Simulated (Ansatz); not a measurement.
CsTi in Ansatz: convergence with smearing width

Input of the first run (smearing width 0.3 eV); the others differ in this setting and in those tied to it:

File input.yaml:

```yaml
crystal:
  lattice:
    - [0.0, 3.0095975, 3.0095975]
    - [3.0095975, 0.0, 3.0095975]
    - [3.0095975, 3.0095975, 0.0]
  atoms:
    - { symbol: Cs, position: [0.006154, -0.003873, -0.007553] }
    - { symbol: Ti, position: [0.492802, 0.499429, 0.499564] }
hamiltonian:
  xc: lda
  pseudopotentials: { kind: paw, source: jth, xc_functional: pbe }
kpoints:
  mp_grid: { grid: [6, 6, 6] }
scf:
  occupations: { method: gaussian, width: 0.3 }
output:
  forces: true
  stress: true
  eigenvalues: true
```

Potentials or basis: JTH PAW.

Command:

```sh
$ ansatz run input.yaml --threads 2 --pin off --max-ram 5632MiB --backend cpu --events-out ev --progress --plain --runs-dir out
```

The cell isn't the ideal one: atoms moved at random, drawn with an rms of 0.05 Å.

The cell was built by a generator and needn't be a form met in nature.

Hardware: 2 threads of Arm Neoverse V1 (shared host).

Q: The values tried are 0.3 eV, 0.2 eV, 0.15 eV, 0.1 eV, 0.05 eV, 0.025 eV, 0.01 eV, 0.005 eV, loosest first. From which on does the largest force stay within 0.005 eV/Å of the tightest run that finished?

A: From 0.025 eV on.

| smearing width | energy less the tightest run, at zero smearing (meV/atom) | pressure (GPa) | largest force (eV/Å) | SCF cycles | CPU time (s) | peak memory (GiB) |
| --- | --- | --- | --- | --- | --- | --- |
| 0.3 eV | -2.16 | 1.99 | 0.025 | 10 | 39 | 0.66 |
| 0.2 eV | -2.12 | 1.74 | 0.024 | 10 | 43 | 0.66 |
| 0.15 eV | -2.02 | 1.68 | 0.022 | 10 | 47 | 0.66 |
| 0.1 eV | -1.64 | 1.66 | 0.018 | 10 | 41 | 0.66 |
| 0.05 eV | -0.41 | 1.74 | 0.017 | 11 | 40 | 0.67 |
| 0.025 eV | -0.01 | 1.87 | 0.019 | 11 | 40 | 0.66 |
| 0.01 eV | -0.04 | 1.97 | 0.021 | 9 | 34 | 0.66 |
| 0.005 eV | 0.00 | 1.98 | 0.022 | 13 | 42 | 0.66 |

Against the tightest run, the energy stays within 1 meV/atom from 0.05 eV on; the pressure stays within 0.1 GPa from 0.01 eV on. Narrower smearing needs a denser k mesh, so at a fixed mesh the narrowest width isn't the most accurate. The tightest run that finished is the yardstick and may itself not be fully converged.

The run has no spin-orbit coupling, so splittings on Cs are missing.
